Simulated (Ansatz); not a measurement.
**C2H4FSi: harmonic frequencies at the relaxed geometry, by script**

At which frequencies does C2H4FSi vibrate? Wanted for C2H4FSi: harmonic frequencies at the relaxed geometry.

Computed with Ansatz 0.2.0 through its Python package. Level of theory: r2SCAN/def2-SVP.

## 1. The system

Bond lengths: C1–C2 1.289 Å, C2–Si3 1.798 Å, Si3–F4 1.528 Å, C1–H5 1.084 Å, C2–H6 1.078 Å, Si3–H7 1.496 Å, Si3–H8 1.539 Å. Angles: C1–C2–Si3 119.4°, C1–C2–H6 123.3°, Si3–C2–H6 117.3°, C2–C1–H5 173.2°, C2–Si3–F4 110.9°, C2–Si3–H7 112.2°, C2–Si3–H8 110.3°, F4–Si3–H7 109.6°, F4–Si3–H8 108.1°, H7–Si3–H8 105.5°.

The script holds or builds the structure itself.

## 2. The code

Input file run_freq.py:

```python
"""Vibrations and zero-point energy of C2H4FSi."""

import itertools

import ansatz as az
from ase.data import atomic_numbers, covalent_radii
import numpy as np

geometry_ang = [
    ("C", [0.0913, 1.6545, -0.1388]),
    ("C", [-0.6013, 0.5824, 0.0396]),
    ("Si", [0.2241, -1.0147, 0.0238]),
    ("F", [-0.7673, -2.1445, 0.2988]),
    ("H", [0.5631, 2.6124, -0.3244]),
    ("H", [-1.6665, 0.587, 0.2074]),
    ("H", [0.9319, -1.272, -1.2692]),
    ("H", [1.3168, -1.0622, 1.107]),
]
molecule = az.Crystal.molecule()
for symbol, xyz in geometry_ang:
    molecule = molecule.atom(symbol, xyz)

setup = molecule.calculation().basis(gaussian="def2-SVP").functional("r2scan").spin("collinear", total=1)
symbols = [site.symbol for site in molecule.cartesian_sites]
start = np.array([site.position_ang for site in molecule.cartesian_sites], dtype=float)
report = setup.relax(force_tolerance=0.003).run(threads=1, pin="off").report
end = np.array(report["positions_ang"])

# pairs closer than 1.2 times the sum of covalent radii, before or after
radius = [covalent_radii[atomic_numbers[s]] for s in symbols]
span = lambda where, i, j: np.linalg.norm(where[i] - where[j])
bonded = [(i, j) for i, j in itertools.combinations(range(len(symbols)), 2) if min(span(start, i, j), span(end, i, j)) < 1.2 * (radius[i] + radius[j])]
print("pair        before    after (A)")
for i, j in bonded:
    print(f"{symbols[i]}{i}-{symbols[j]}{j}".ljust(10), f"{span(start, i, j):8.4f} {span(end, i, j):8.4f}")

# same settings at the minimum
minimum = az.Crystal.molecule()
for symbol, place in zip(symbols, end):
    minimum = minimum.atom(symbol, place.tolist())
vibrating = (
    minimum.calculation()
    .basis(gaussian="def2-SVP")
    .functional("r2scan")
    .spin("collinear", total=1)
    .phonons(temperatures=(298.15, 498.15, 100))
)
vib = vibrating.run(threads=1, pin="off").report["vibrations"]
sums = vib["harmonic_sums"]
modes = [m["omega_inv_cm"] for m in sums["modes_at_gamma"] if m["rigid_motion"] == "no"]
for number, w in enumerate(modes, start=1):
    print(f"mode {number:2d} {w:9.1f} 1/cm {w / 8065.544 * 1000:8.2f} meV")
print("imaginary modes:", sum(w < 0 for w in modes), " zero-point energy:", round(sums["zero_point_energy_ev"], 4), "eV")
print("T (K)   F_vib (eV)   S_vib (meV/K)   C_vib (meV/K)")
for row in zip(sums["temperatures_k"], sums["vibrational_free_energy_ev"], vib["entropy_ev_per_k"], vib["heat_capacity_ev_per_k"]):
    print(f"{row[0]:6.1f} {row[1]:11.4f} {1000 * row[2]:13.4f} {1000 * row[3]:15.4f}")
```

## 3. What the engine is handed

The package turns the script's settings into the engine's input (first run):

```yaml
crystal:
  periodic: [false, false, false]
  atoms:
    - { symbol: C, position_ang: [0.0913, 1.6545, -0.1388] }
    - { symbol: C, position_ang: [-0.6013, 0.5824, 0.0396] }
    - { symbol: Si, position_ang: [0.2241, -1.0147, 0.0238] }
    - { symbol: F, position_ang: [-0.7673, -2.1445, 0.2988] }
    - { symbol: H, position_ang: [0.5631, 2.6124, -0.3244] }
    - { symbol: H, position_ang: [-1.6665, 0.587, 0.2074] }
    - { symbol: H, position_ang: [0.9319, -1.272, -1.2692] }
    - { symbol: H, position_ang: [1.3168, -1.0622, 1.107] }
basis:
  gaussian:
    orbitals: def2-SVP
hamiltonian:
  xc: r2scan
magnetization:
  spin_polarized: true
  initial_magnetization: 1.0
relax:
  f_tol: 0.003
```

## 4. Running it

Launch:

```console
$ python run_freq.py
```

Output:

```text
pair        before    after (A)
C0-C1        1.2888   1.3173
C0-H4        1.0838   1.0929
C1-Si2       1.7978   1.8656
C1-H5        1.0783   1.1087
Si2-F3       1.5281   1.6299
Si2-H6       1.4963   1.4899
Si2-H7       1.5393   1.4855
mode  1      76.7 1/cm     9.51 meV
mode  2     210.5 1/cm    26.10 meV
mode  3     262.1 1/cm    32.49 meV
mode  4     524.8 1/cm    65.06 meV
mode  5     639.7 1/cm    79.32 meV
mode  6     675.9 1/cm    83.80 meV
mode  7     750.0 1/cm    92.99 meV
mode  8     844.9 1/cm   104.76 meV
mode  9     855.2 1/cm   106.03 meV
mode 10     863.8 1/cm   107.10 meV
mode 11     929.9 1/cm   115.29 meV
mode 12     961.5 1/cm   119.21 meV
mode 13    1141.5 1/cm   141.53 meV
mode 14    1643.8 1/cm   203.81 meV
mode 15    2241.6 1/cm   277.93 meV
mode 16    2267.7 1/cm   281.16 meV
mode 17    3010.6 1/cm   373.26 meV
mode 18    3228.5 1/cm   400.28 meV
imaginary modes: 0  zero-point energy: 1.3098 eV
T (K)   F_vib (eV)   S_vib (meV/K)   C_vib (meV/K)
 298.1      1.2527        0.4349          0.5275
 398.1      1.2003        0.6123          0.7004
 498.1      1.1304        0.7842          0.8330
```

It took 5.3 min on 1 thread of Arm Neoverse V1, shared host; peak memory 0.27 GiB.

## 5. Inputs of later runs

The engine's inputs for the other runs:

Run 2, against run 1:

```diff
@@ -4,8 +4,8 @@
-    - { symbol: C, position_ang: [0.0913, 1.6545, -0.1388] }
-    - { symbol: C, position_ang: [-0.6013, 0.5824, 0.0396] }
-    - { symbol: Si, position_ang: [0.2241, -1.0147, 0.0238] }
-    - { symbol: F, position_ang: [-0.7673, -2.1445, 0.2988] }
-    - { symbol: H, position_ang: [0.5631, 2.6124, -0.3244] }
-    - { symbol: H, position_ang: [-1.6665, 0.587, 0.2074] }
-    - { symbol: H, position_ang: [0.9319, -1.272, -1.2692] }
-    - { symbol: H, position_ang: [1.3168, -1.0622, 1.107] }
+    - { symbol: C, position_ang: [0.184202415387868, 1.6838535475032745, 0.26924735722921445] }
+    - { symbol: C, position_ang: [-0.41166621480297627, 0.6171242412742542, -0.2229682684402236] }
+    - { symbol: Si, position_ang: [0.30131008223432143, -1.0886496018906688, 0.026977484116208317] }
+    - { symbol: F, position_ang: [-0.7495794103758862, -1.9967749962431494, 0.8798745162316423] }
+    - { symbol: H, position_ang: [0.052207001442925435, 2.768387258878616, 0.29671354327393734] }
+    - { symbol: H, position_ang: [-1.3476860949442375, 0.7276967149913636, -0.8067728439134565] }
+    - { symbol: H, position_ang: [0.4877696716034325, -1.7720312674551293, -1.2837747899381882] }
+    - { symbol: H, position_ang: [1.575542549454553, -0.9967058970585616, 0.7849030014408659] }
@@ -20,2 +20,5 @@
-relax:
-  f_tol: 0.003
+phonons:
+  temperatures:
+    t_min: 298.15
+    t_max: 498.15
+    t_step: 100.0
```

## 6. The runs side by side

One row for each of the 2 runs:

```csv
run,kind of run,energy from run 2 (eV),<S²>,SCF cycles in all,CPU time (s)
1,relaxation,0.0000,0.77,171,150
2,phonons,0.0000,0.77,308,170
```

## 7. How the relaxation of run 1 went

Relaxation path:

```csv
step,energy from step 1 (eV),largest force component (eV/Å)
1,0.0000,4.5866
2,-0.2565,2.1999
3,-0.3532,0.3966
4,-0.4634,0.2550
5,-0.3637,2.2273
6,-0.4901,0.1317
7,-0.4913,0.4528
8,-0.4971,0.1958
9,-0.5002,0.1492
10,-0.5090,0.1529
11,-0.5225,0.0971
12,-0.5259,0.0906
13,-0.5283,0.4992
14,-0.5417,0.1055
15,-0.5442,0.0631
16,-0.5448,0.0249
17,-0.5449,0.0098
18,-0.5450,0.0049
19,-0.5450,0.0032
20,-0.5450,0.0003
```

Step 1 is the start. Step 5 was tried and not accepted.

Before: Bond lengths: C1–C2 1.289 Å, C2–Si3 1.798 Å, Si3–F4 1.528 Å, C1–H5 1.084 Å, C2–H6 1.078 Å, Si3–H7 1.496 Å, Si3–H8 1.539 Å. Angles: C1–C2–Si3 119.4°, C1–C2–H6 123.3°, Si3–C2–H6 117.3°, C2–C1–H5 173.2°, C2–Si3–F4 110.9°, C2–Si3–H7 112.2°, C2–Si3–H8 110.3°, F4–Si3–H7 109.6°, F4–Si3–H8 108.1°, H7–Si3–H8 105.5°.

After: Bond lengths: C1–C2 1.317 Å, C2–Si3 1.866 Å, Si3–F4 1.630 Å, C1–H5 1.093 Å, C2–H6 1.109 Å, Si3–H7 1.490 Å, Si3–H8 1.485 Å. Angles: C1–C2–Si3 121.2°, C1–C2–H6 119.9°, Si3–C2–H6 119.0°, C2–C1–H5 139.3°, C2–Si3–F4 109.5°, C2–Si3–H7 110.4°, C2–Si3–H8 109.9°, F4–Si3–H7 106.6°, F4–Si3–H8 108.7°, H7–Si3–H8 111.7°.

## 8. Vibrations

Frequencies (cm⁻¹; negative: imaginary): 77, 211, 262, 525, 640, 676, 750, 845, 855, 864, 930, 961, 1142, 1644, 2242, 2268, 3011, 3228.

## 9. Outcome

```
                             quantity        value
                        runs compared            2
     moves of the relaxation of run 1           18
               energy gained in run 1     0.545 eV
last largest force component of run 1  0.0003 eV/Å
                    highest frequency    3228 cm⁻¹
                      imaginary modes            0
                    zero-point energy     1.310 eV
```

In words: Run 1: The relaxation took 18 moves; the largest shift is 1.072 Å, of atom 6 (H). So large a move can change the bonding: the results belong to the relaxed structure. All frequencies are real, so the geometry is a minimum. The values are harmonic; measured fundamentals also hold anharmonic shifts, mostly downward for stretches. The frequencies are harmonic and unscaled, in a modest basis. The result belongs to the one conformer reached from this start, and soft torsions count as harmonic oscillators. The species is open-shell (spin multiplicity 2).
